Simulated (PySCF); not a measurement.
# SI: bond curves at several levels of theory

An exercise on one series of results from a longer session: the logs are not shown, and one member is left open.

Program: PySCF 2.14.0. Level of theory: S cc-pV(D+d)Z, I cc-pVDZ-PP with ECP28, scalar-relativistic core potentials. These are calculated values, not measurements.

Set-up of the first run:

Settings of the job:

```yaml
atoms: S, I
charge: 0
basis: S cc-pV(D+d)Z, I cc-pVDZ-PP with ECP28
Hamiltonian: scalar-relativistic core potentials
basis_functions: 46
electrons_treated: 41
masses_in_u: 31.9721, 126.9045
levels: PBE0, PBE, r²SCAN, r²SCANh, MN15, LDA, CAM-B3LYP, HF, MP2, SCS-MP2, CCSD, CCSD(T)
grid: 80 radial by 434 angular points
occupations: held fixed by the projection of orbital angular momentum
dissociation_limit: S + I, each in its ground configuration
starting_distance_in_angstrom: 2.295
values_of_2S_to_try: 1, 3
```

Command:

```sh
$ OMP_NUM_THREADS=1 python dia.py task.json out
```

Steps of the session up to this table: Set-up; First curve: PBE0; Higher solutions at PBE0; PBE (GGA); r²SCAN (meta-GGA); r²SCANh (hybrid meta-GGA); MN15; LDA (local density); CAM-B3LYP; UHF (mean field); MP2 and coupled cluster.

One table of the session follows, with a row left open; its other results are not shown here.

It belongs to the step «The curves together». Energy (eV) from each level's lowest point:

| R (Å) | UHF | UHF-MP2 | UHF-SCS-MP2 | UHF-CCSD | UHF-CCSD(T) |
| --- | --- | --- | --- | --- | --- |
| 2.011 | 1.531 | 1.417 | 1.480 | n/a | n/a |
| 2.104 | 0.714 | 0.634 | 0.680 | 0.718 | 0.733 |
| 2.198 | ? | ? | ? | ? | ? |
| 2.268 | 0.075 | 0.055 | 0.069 | 0.078 | 0.086 |
| 2.338 | 0.000 | 0.000 | 0.000 | 0.002 | 0.005 |
| 2.408 | 0.002 | 0.019 | 0.006 | 0.000 | 0.000 |
| 2.502 | 0.090 | 0.139 | 0.112 | 0.080 | 0.074 |
| 2.619 | 0.248 | 0.498 | 0.466 | 0.267 | 0.252 |
| 2.759 | 0.381 | 0.933 | 0.895 | 0.556 | 0.533 |
| 2.946 | 0.470 | 1.272 | 1.222 | n/a | n/a |

Q: Estimate the row for R (Å) = 2.198 from the others.

Worked estimate for «UHF». A straight line through the neighbours (2.104, 0.714) and (2.268, 0.075) gives 0.714 + (0.075 − 0.714) × (2.198 − 2.104) / (2.268 − 2.104) = 0.348; a parabola fitted to 4 rows on both sides gives 0.234.

**Answer.** UHF: 0.255; UHF-MP2: 0.210; UHF-SCS-MP2: 0.238; UHF-CCSD: 0.258; UHF-CCSD(T): 0.268. In «UHF» the line misses by +0.093 and the parabola by -0.021.

Limits of these values: At some levels the lowest empty orbital lies below the highest filled one (the two can be of opposite spin).
